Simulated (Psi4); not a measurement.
**InSiH4F (SMILES [F][InH][SiH3]): MP2/def2-SVP (core potential)**

What is the vertical ionisation energy of InSiH4F at MP2/def2-SVP (core potential)? 

The calculation is run with Psi4 1.11.

3 further runs of the same task are left out: 3 set aside as unsound or not needed.

**1. The structure to begin with**

InSiH4F has 7 atoms, charge 0, and is taken as a singlet. As SMILES, `[F][InH][SiH3]`. Geometry: relaxed at PBE0-D4/def2-TZVP.

Bond lengths: F1–In2 1.968 Å, In2–Si3 2.558 Å, In2–H4 1.714 Å, Si3–H5 1.486 Å, Si3–H6 1.486 Å, Si3–H7 1.487 Å. Angles: F1–In2–Si3 109.2°, F1–In2–H4 109.4°, Si3–In2–H4 141.4°, In2–Si3–H5 109.2°, In2–Si3–H6 109.1°, In2–Si3–H7 111.4°, H5–Si3–H6 109.2°, H5–Si3–H7 109.0°, H6–Si3–H7 109.0°.

**2. The energy at MP2/def2-SVP (core potential)**

input.json reads:

```json
{
  "schema_name": "qcschema_input",
  "schema_version": 1,
  "molecule": {
    "schema_name": "qcschema_molecule",
    "schema_version": 2,
    "symbols": ["F", "In", "Si", "H", "H", "H", "H"],
    "geometry": [-0.37038632, -4.42195913, 2.45437629, -1.42863295, -2.20134196, -0.33410358, 0.99777539, 1.97117332, -0.05404617, -3.66191128, -3.71501259, -2.12650881, 3.75299608, 1.44734124, -0.2056022, 0.4270781, 3.20497551, 2.40410958, 0.28308097, 3.71482362, -2.13803614],
    "molecular_charge": 0,
    "molecular_multiplicity": 1,
    "fix_symmetry": "c1"
  },
  "driver": "energy",
  "model": {
    "method": "mp2",
    "basis": "def2-SVP"
  },
  "keywords": {
    "puream": true,
    "e_convergence": 1e-09,
    "d_convergence": 1e-08,
    "scf_type": "pk",
    "num_frozen_docc": 10,
    "mp2_type": "conv"
  }
}
```

Run with:

```sh
psi4 --qcschema input.json -n 1 --memory 1600MB
```

stdout:

```text
[...]
    !!!  WARNING: ECP capability is in beta. Please check occupations closely.  !!!
[...]
  Running in c1 symmetry.
[...]
  Nuclear repulsion =  168.681564817999458
[...]
  Multiplicity = 1
[...]
  Nalpha       = 24
  Nbeta        = 24
[...]
    Number of basis functions: 78
[...]
   @RHF iter   1:  -579.65357404813074   -1.80086e+00   5.64424e-03 DIIS/ADIIS
[...]
   @RHF iter  11:  -579.74452306666149   -2.38742e-12   2.84597e-09 DIIS
[...]
    Orbital Energies [Eh]
    ---------------------
    Doubly Occupied:
       1A    -68.768049     2A    -26.176093     3A     -6.140972
       4A     -5.405240     5A     -4.251139     6A     -4.250792
       7A     -4.250749     8A     -3.666728     9A     -3.658241
      10A     -3.657334    11A     -1.427133    12A     -1.053204
      13A     -1.049801    14A     -1.046861    15A     -1.043205
      16A     -1.041147    17A     -0.729933    18A     -0.589518
      19A     -0.547761    20A     -0.541382    21A     -0.498297
      22A     -0.497716    23A     -0.476331    24A     -0.383077
[...]
  @RHF Final Energy:  -579.74452306666149
   => Energetics <=
    Nuclear Repulsion Energy =            168.6815648179994582
    One-Electron Energy =               -1214.5507710021781804
    Two-Electron Energy =                 466.1246831175171792
    Total Energy =                       -579.7445230666614862
[...]
 Multipole Moments:
 ------------------------------------------------------------------------------------
     Multipole            Electronic (a.u.)      Nuclear  (a.u.)        Total (a.u.)
 ------------------------------------------------------------------------------------
 L = 1.  Multiply by 2.5417464519 to convert [e a0] to [Debye]
 Dipole X            :        -22.9352594           22.6537000           -0.2815594
 Dipole Y            :        -25.4756300           26.3961768            0.9205468
 Dipole Z            :        -11.8667086           10.9066176           -0.9600911
 Magnitude           :                                                    1.3595797
[...]
	SCS-MP2 Total Energy (a.u.)        :  -580.12386294472844
	SOS-MP2 Total Energy (a.u.)        :  -580.09503373079360
	SCSN-MP2 Total Energy (a.u.)       :  -579.89674131623747
[...]
	SOS-PI-MP2 Total Energy (a.u.)     :  -580.15345217481558
[...]
	MP2 Total Energy (a.u.)            :  -580.12310292857615
[...]
```

The result, in JSON:

```text
{
 "driver": "energy",
 "model": {
  "method": "mp2",
  "basis": "def2-SVP"
 },
 "success": true,
 "return_result": -580.1231029285761,
 "properties": {
  "calcinfo_nbasis": 78,
  "calcinfo_nmo": 78,
  "calcinfo_nalpha": 24,
  "calcinfo_nbeta": 24,
  "calcinfo_natom": 7,
  "nuclear_repulsion_energy": 168.68156481799946,
  "return_energy": -580.1231029285761,
  "scf_one_electron_energy": -1214.5507710021782,
  "scf_two_electron_energy": 466.1246831175172,
  "scf_dipole_moment": [-0.28155940345241603, 0.9205467694827227, -0.9600910549996318],
  "scf_total_energy": -579.7445230666615,
  "scf_iterations": 11,
  "mp2_same_spin_correlation_energy": -0.08648764180456955,
  "mp2_opposite_spin_correlation_energy": -0.29209222011008196,
  "mp2_singles_energy": 0.0,
  "mp2_doubles_energy": -0.37857986191465154,
  "mp2_correlation_energy": -0.378579861914659,
  "mp2_total_energy": -580.1231029285761
 }
}
```

Wall time 2.3 s (1 thread of AMD EPYC 9R45 (Zen 5), shared host); peak memory 0.34 GiB.

**3. The doublet cation**

fh4insi.py reads:

```python
import psi4

psi4.set_memory('1600 MB')
psi4.set_num_threads(1)
psi4.set_output_file('run.log', False)

m = psi4.geometry("""
1 2
F     -0.37038632    -4.42195913     2.45437629
In    -1.42863295    -2.20134196    -0.33410358
Si     0.99777539     1.97117332    -0.05404617
H     -3.66191128    -3.71501259    -2.12650881
H      3.75299608     1.44734124    -0.20560220
H      0.42707810     3.20497551     2.40410958
H      0.28308097     3.71482362    -2.13803614
units bohr
symmetry c1
""")

psi4.set_options({
    'basis': 'def2-SVP',
    'reference': 'uhf',
    'puream': True,
    'e_convergence': 1e-09,
    'd_convergence': 1e-08,
    'scf_type': 'pk',
    'num_frozen_docc': 10,
    'mp2_type': 'conv',
    'maxiter': 100,
})

E, wfn = psi4.energy('mp2', return_wfn=True)
print(f'total energy {E:.8f} hartree = {E * 27.211386:.5f} eV')
```

Run with:

```sh
python fh4insi.py
```

run.log:

```text
[...]
    !!!  WARNING: ECP capability is in beta. Please check occupations closely.  !!!
[...]
  Running in c1 symmetry.
[...]
  Nuclear repulsion =  168.681564817999458
[...]
  Multiplicity = 2
[...]
  Nalpha       = 24
  Nbeta        = 23
[...]
    Number of basis functions: 78
[...]
   @UHF iter   1:  -579.27879482163848   -1.42608e+00   5.76456e-03 DIIS/ADIIS
[...]
   @UHF iter  17:  -579.39331771279444   -6.59384e-12   8.98806e-09 DIIS
[...]
   @S^2 Observed:                8.083450339E-01
[...]
    Orbital Energies [Eh]
    ---------------------
    Alpha Occupied:
       1A    -69.012518     2A    -26.379428     3A     -6.387570
       4A     -5.655804     5A     -4.503499     6A     -4.494416
       7A     -4.494379     8A     -3.916046     9A     -3.913248
      10A     -3.905325    11A     -1.625298    12A     -1.309854
      13A     -1.300368    14A     -1.297825    15A     -1.292640
      16A     -1.287761    17A     -0.975718    18A     -0.812899
      19A     -0.752921    20A     -0.736203    21A     -0.719504
      22A     -0.715735    23A     -0.707221    24A     -0.668503
    Alpha Virtual:
      25A     -0.177128    26A     -0.126899    27A     -0.102489
[...]
  @UHF Final Energy:  -579.39331771279444
   => Energetics <=
    Nuclear Repulsion Energy =            168.6815648179994582
    One-Electron Energy =               -1203.3471399196550919
    Two-Electron Energy =                 455.2722573888610782
    Total Energy =                       -579.3933177127944418
  UHF NO Occupations:
  HONO-2 :   22  A 1.9990153
  HONO-1 :   23  A 1.9720507
[...]
 Multipole Moments:
 ------------------------------------------------------------------------------------
     Multipole            Electronic (a.u.)      Nuclear  (a.u.)        Total (a.u.)
 ------------------------------------------------------------------------------------
 L = 1.  Multiply by 2.5417464519 to convert [e a0] to [Debye]
 Dipole X            :        -22.6083932           22.6537000            0.0453068
 Dipole Y            :        -24.2168472           26.3961768            2.1793296
 Dipole Z            :        -12.2884618           10.9066176           -1.3818443
 Magnitude           :                                                    2.5808959
[...]
	SCS-MP2 Total Energy (a.u.)        :  -579.75656989548315
	SOS-MP2 Total Energy (a.u.)        :  -579.72861374302579
	SCSN-MP2 Total Energy (a.u.)       :  -579.54092619776952
[...]
	SOS-PI-MP2 Total Energy (a.u.)     :  -579.78449641473094
[...]
	MP2 Total Energy (a.u.)            :  -579.75659952869273
[...]
```

On the terminal:

```text
total energy -579.75659953 hartree = -15775.98062 eV
```

Run time: 2.9 s. Hardware: 1 thread of AMD EPYC 9R45 (Zen 5), shared host; peak memory 0.34 GiB.

**4. Summary of results**

At MP2/def2-SVP (core potential), 10 core orbitals frozen:

```
                                                                  quantity          value
                                             singlet InSiH4F: total energy  -580.12310 Eh
                      singlet InSiH4F: HOMO energy (Hartree–Fock orbitals)      -10.42 eV
                      singlet InSiH4F: LUMO energy (Hartree–Fock orbitals)        0.57 eV
                    singlet InSiH4F: HOMO–LUMO gap (Hartree–Fock orbitals)       10.99 eV
             singlet InSiH4F: correlation energy (10 core orbitals frozen)     -378.6 mEh
                                              doublet cation: total energy  -579.75660 Eh
doublet cation: HOMO energy (Hartree–Fock orbitals) (highest over α and β)      -17.67 eV
 doublet cation: LUMO energy (Hartree–Fock orbitals) (lowest over α and β)       -8.71 eV
              doublet cation: correlation energy (10 core orbitals frozen)     -363.3 mEh
                         doublet cation: ⟨S²⟩ of the reference determinant          0.808
                        vertical ionisation energy (to the doublet cation)       9.973 eV
```

In words: The vertical ionisation energy comes to 9.97 eV (962 kJ/mol).
